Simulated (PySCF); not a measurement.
# Ti (+3): ligand-field states

Wanted: ligand-field states for Ti (+3).

Programs: PySCF 2.14.0, with routines of our own; each step states its level. All values are computed. Atoms count from 0.

## Step 1: The system as given

1 atom, charge 3, states of the metal's open shell are computed; geometry from: free ion.

## Step 2: Ligand-field states: state-averaged CASSCF

What the job is given:

```
{"job": {"kind": "lf", "basis": {"metal": "x2c-TZVPall", "ligand": "x2c-SVPall"}, "nevpt": true}, "charge": 3, "metal": "Ti", "open_shell": "d1"}
Ti     0.000000     0.000000     0.000000
```

Level: state-averaged CASSCF of the metal d shell, SC-NEVPT2 on the averaged canonical orbitals, state-interaction spin-orbit coupling.

Started as:

```bash
$ OMP_NUM_THREADS=1 python lf_run.py task.json out
```

This one command runs all jobs of the session in turn.

Output:

```text
basis functions 48, electrons 19, active (1e, 5o)
stage 1: DIIS on the effective Fock matrix, level shift 0.30
cycle   1  E = -850.1846595128  dE = -8.502e+02  max|g| = 1.759e+00
cycle   2  E = -851.0758431279  dE = -8.912e-01  max|g| = 1.528e-01
cycle   3  E = -851.0790275255  dE = -3.184e-03  max|g| = 1.452e-02
cycle   4  E = -851.0791986285  dE = -1.711e-04  max|g| = 5.331e-03
cycle   5  E = -851.0792239168  dE = -2.529e-05  max|g| = 1.146e-03
cycle   6  E = -851.0792263844  dE = -2.468e-06  max|g| = 2.544e-04
cycle   7  E = -851.0792265501  dE = -1.657e-07  max|g| = 3.226e-05
cycle   8  E = -851.0792265571  dE = -7.002e-09  max|g| = 4.360e-06
converged average energy = -851.0792265571

 mult deg   label        CASSCF/cm-1   NEVPT2/cm-1
   2   5   2D                  0.0           0.0

spin-orbit levels / cm-1
      0.00  x4  2D 1.00
    379.56  x6  2D 1.00
```

Run time: 1 s. Hardware: 1 thread of Arm Neoverse V1, shared host; peak memory 0.15 GiB.

Key values:

| quantity | value |
| --- | --- |
| spin-orbit constant ζ | 152 cm⁻¹ |

Powder susceptibility:

| T (K) | χT (cm³ K/mol) | μ(eff) |
| --- | --- | --- |
| 2 | 0.300 | 1.55 |
| 5 | 0.301 | 1.55 |
| 10 | 0.302 | 1.55 |
| 20 | 0.305 | 1.56 |
| 30 | 0.308 | 1.57 |
| 50 | 0.314 | 1.58 |
| 75 | 0.322 | 1.60 |
| 100 | 0.335 | 1.64 |
| 150 | 0.387 | 1.76 |
| 200 | 0.461 | 1.92 |
| 250 | 0.537 | 2.07 |
| 300 | 0.605 | 2.20 |

## Step 3: Ligand-field states: state-averaged CASSCF (shift 1.0)

What the job is given:

```
{"job": {"kind": "lf", "basis": {"metal": "x2c-TZVPall", "ligand": "x2c-SVPall"}, "nevpt": true, "shift": 1.0}, "charge": 3, "metal": "Ti", "open_shell": "d1"}
Ti     0.000000     0.000000     0.000000
```

Method: state-averaged CASSCF of the metal d shell, SC-NEVPT2 on the averaged canonical orbitals, state-interaction spin-orbit coupling.

Output:

```text
basis functions 48, electrons 19, active (1e, 5o)
stage 1: DIIS on the effective Fock matrix, level shift 1.00
cycle   1  E = -850.1846595128  dE = -8.502e+02  max|g| = 1.759e+00
cycle   2  E = -851.0028796454  dE = -8.182e-01  max|g| = 5.249e-01
cycle   3  E = -851.0712601338  dE = -6.838e-02  max|g| = 1.350e-01
cycle   4  E = -851.0777783836  dE = -6.518e-03  max|g| = 5.604e-02
cycle   5  E = -851.0789535188  dE = -1.175e-03  max|g| = 2.686e-02
cycle   6  E = -851.0791733273  dE = -2.198e-04  max|g| = 1.002e-02
cycle   7  E = -851.0792163089  dE = -4.298e-05  max|g| = 5.451e-03
cycle   8  E = -851.0792245430  dE = -8.234e-06  max|g| = 2.431e-03
cycle   9  E = -851.0792261488  dE = -1.606e-06  max|g| = 1.173e-03
cycle  10  E = -851.0792264734  dE = -3.246e-07  max|g| = 5.412e-04
cycle  11  E = -851.0792265402  dE = -6.687e-08  max|g| = 2.287e-04
cycle  12  E = -851.0792265539  dE = -1.364e-08  max|g| = 9.849e-05
cycle  13  E = -851.0792265567  dE = -2.807e-09  max|g| = 4.454e-05
cycle  14  E = -851.0792265573  dE = -5.808e-10  max|g| = 2.313e-05
cycle  15  E = -851.0792265574  dE = -1.206e-10  max|g| = 1.119e-05
cycle  16  E = -851.0792265574  dE = -2.547e-11  max|g| = 4.860e-06
converged average energy = -851.0792265574

 mult deg   label        CASSCF/cm-1   NEVPT2/cm-1
   2   5   2D                  0.0           0.0

spin-orbit levels / cm-1
      0.00  x4  2D 1.00
    379.56  x6  2D 1.00
```

Run time: 0.43 s. Hardware: 1 thread of Arm Neoverse V1, shared host; peak memory 0.15 GiB.

Key values:

| quantity | value |
| --- | --- |
| spin-orbit constant ζ | 152 cm⁻¹ |

Powder susceptibility:

| T (K) | χT (cm³ K/mol) | μ(eff) |
| --- | --- | --- |
| 2 | 0.300 | 1.55 |
| 20 | 0.305 | 1.56 |
| 100 | 0.335 | 1.64 |
| 300 | 0.605 | 2.20 |

## Step 4: Ligand-field states: state-averaged CASSCF (aux autoaux)

What the job is given:

```
{"job": {"kind": "lf", "basis": {"metal": "x2c-TZVPall", "ligand": "x2c-SVPall"}, "nevpt": true, "aux": "autoaux"}, "charge": 3, "metal": "Ti", "open_shell": "d1"}
Ti     0.000000     0.000000     0.000000
```

Level: state-averaged CASSCF of the metal d shell, SC-NEVPT2 on the averaged canonical orbitals, state-interaction spin-orbit coupling.

Output:

```text
basis functions 48, electrons 19, active (1e, 5o)
stage 1: DIIS on the effective Fock matrix, level shift 0.30
cycle   1  E = -850.1846463572  dE = -8.502e+02  max|g| = 1.759e+00
cycle   2  E = -851.0758348882  dE = -8.912e-01  max|g| = 1.528e-01
cycle   3  E = -851.0790187835  dE = -3.184e-03  max|g| = 1.452e-02
cycle   4  E = -851.0791898431  dE = -1.711e-04  max|g| = 5.330e-03
cycle   5  E = -851.0792151235  dE = -2.528e-05  max|g| = 1.145e-03
cycle   6  E = -851.0792175903  dE = -2.467e-06  max|g| = 2.258e-04
cycle   7  E = -851.0792177560  dE = -1.657e-07  max|g| = 3.225e-05
cycle   8  E = -851.0792177630  dE = -6.999e-09  max|g| = 5.350e-06
converged average energy = -851.0792177630

 mult deg   label        CASSCF/cm-1   NEVPT2/cm-1
   2   5   2D                  0.0           0.0

spin-orbit levels / cm-1
      0.00  x4  2D 1.00
    379.55  x6  2D 1.00
```

Run time: 0.86 s. Hardware: 1 thread of Arm Neoverse V1, shared host; peak memory 0.16 GiB.

In short:

| quantity | value |
| --- | --- |
| spin-orbit constant ζ | 152 cm⁻¹ |

Powder susceptibility:

| T (K) | χT (cm³ K/mol) | μ(eff) |
| --- | --- | --- |
| 2 | 0.300 | 1.55 |
| 20 | 0.305 | 1.56 |
| 100 | 0.335 | 1.64 |
| 300 | 0.605 | 2.20 |

## Step 5: The runs side by side

From the NEVPT2 states (cm⁻¹; the spread is that of the fitted one-electron ligand-field levels):

| step | setting | ground state | next state | orbital spread | ζ | μ(eff), 300 K |
| --- | --- | --- | --- | --- | --- | --- |
| 2 | as given | 2D | – | 0 | 152 | 2.20 |
| 3 | shift 1.0 | 2D | – | 0 | 152 | 2.20 |
| 4 | aux autoaux | 2D | – | 0 | 152 | 2.20 |

## Step 6: Results

| quantity | value |
| --- | --- |
| spin-orbit constant ζ (step 2, state-averaged CASSCF) | 152 cm⁻¹ |
| ground multiplicity, μ(eff) at 300 K (step 2, free ion) | 2, 2.20 μB |
| ground multiplicity, μ(eff) at 300 K (step 3, free ion) | 2, 2.20 μB |
| ground multiplicity, μ(eff) at 300 K (step 4, free ion) | 2, 2.20 μB |

**Reading.** In step 2, χT goes from 0.30 at 2 K to 0.61 cm³ K/mol at 300 K, as higher levels fill or mix in.
